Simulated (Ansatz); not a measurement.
This script for Ansatz 0.2.0, Python API starts 3 runs on K3Ge, space group Fm-3m. What input does the engine get in each?

`run_terms.py`
```python
'''Dispersion, smearing and cutoff parts of the energy of K3Ge.'''

import ansatz as az
import numpy as np

config = {
    'kspacing': 0.26,
    'occupations': 'cold',
}

vectors = np.array([
    [0.0, 4.311011, 4.311011],
    [4.311011, 0.0, 4.311011],
    [4.311011, 4.311011, 0.0],
])
crystal = (
    az.Lattice.of(vectors)
    .atom('K', (0.25, 0.25, 0.25))
    .atom('K', (0.75, 0.75, 0.75))
    .atom('K', (0.5, 0.5, 0.5))
    .atom('Ge', (0.0, 0.0, 0.0))
)

calculation = (
    crystal.calculation()
    .kpoints(spacing=config['kspacing'])  # the mesh must be finer for metals
    .occupations(config['occupations'], width=150 * az.meV)
)
with_term = calculation.functional('pbe', dispersion='d3bj').basis(380).cutoff_correction(630).run(threads=1, pin='off').report
without = calculation.functional('pbe').basis(380).run(threads=1, pin='off').report
finer = calculation.functional('pbe').basis(630).run(threads=1, pin='off').report
removed = az.free_energy_without(with_term, az.EnergyTerm.DISPERSION)
print(f'dispersion term            {with_term["components"]["e_disp"]:.5f} eV')
print(f'F less dispersion          {removed:.5f} eV, run without it {without["free_energy_ev"]:.5f} eV')
print(f'F less smearing term       {az.free_energy_without(without, az.EnergyTerm.SMEARING):.5f} eV')
print(f'estimated gain to 630 eV   {with_term["cutoff_correction"]["energy_ev"]:.5f} eV, found {finer["free_energy_ev"] - without["free_energy_ev"]:.5f} eV')
```

Run 1:
```yaml
crystal:
  lattice:
    - [0.0, 4.311011, 4.311011]
    - [4.311011, 0.0, 4.311011]
    - [4.311011, 4.311011, 0.0]
  atoms:
    - { symbol: K, position: [0.25, 0.25, 0.25] }
    - { symbol: K, position: [0.75, 0.75, 0.75] }
    - { symbol: K, position: [0.5, 0.5, 0.5] }
    - { symbol: Ge, position: [0.0, 0.0, 0.0] }
basis:
  ecutwfc: 380.0
kpoints:
  mp_grid:
    kspacing: 0.26
hamiltonian:
  xc: pbe
  dispersion: d3bj
scf:
  occupations:
    method: cold
    width: 0.15
output:
  cutoff_correction: 630.0
```

Run 2, against run 1:
```diff
-  dispersion: d3bj
-output:
-  cutoff_correction: 630.0
```

Run 3, against run 1:
```diff
-  ecutwfc: 380.0
+  ecutwfc: 630.0
-  dispersion: d3bj
-output:
-  cutoff_correction: 630.0
```

```console
$ python run_terms.py
DeckWarning: basis.ecutwfc = 380 eV is below the records' recommended 420 eV, and the density's cutoff is lower with it unless basis.ecutrho_ratio is high enough to keep the records' density cutoff: compare with a run at a higher cutoff
dispersion term            -0.77309 eV
F less dispersion          -8907.76848 eV, run without it -8907.76848 eV
F less smearing term       -8907.74409 eV
estimated gain to 630 eV   -0.00275 eV, found -0.00271 eV
```
(Warnings from the package without file and line.)

Caveats:
- Total energies depend on the potentials; only differences at equal settings carry meaning. A total without «per atom» is that of the cell as typed.
- The cutoff lies under the one recommended for these potentials in some of the runs.
- Dispersion corrections can be off by several per cent in the lattices of metals, and by several GPa in the pressure at a fixed cell.
- The mesh is modest for a metal, so energies can be off by several to tens of meV an atom and pressures by half a GPa or more; differences at equal mesh fare better.
- The structure comes from a database of computed cells and needn't be a stable or known phase.
- Timing: 5.9 s on 1 thread of Arm Neoverse V2 (shared host), peak memory 0.51 GiB.

(Lines on the test bed's own set-up are left out of the output.)
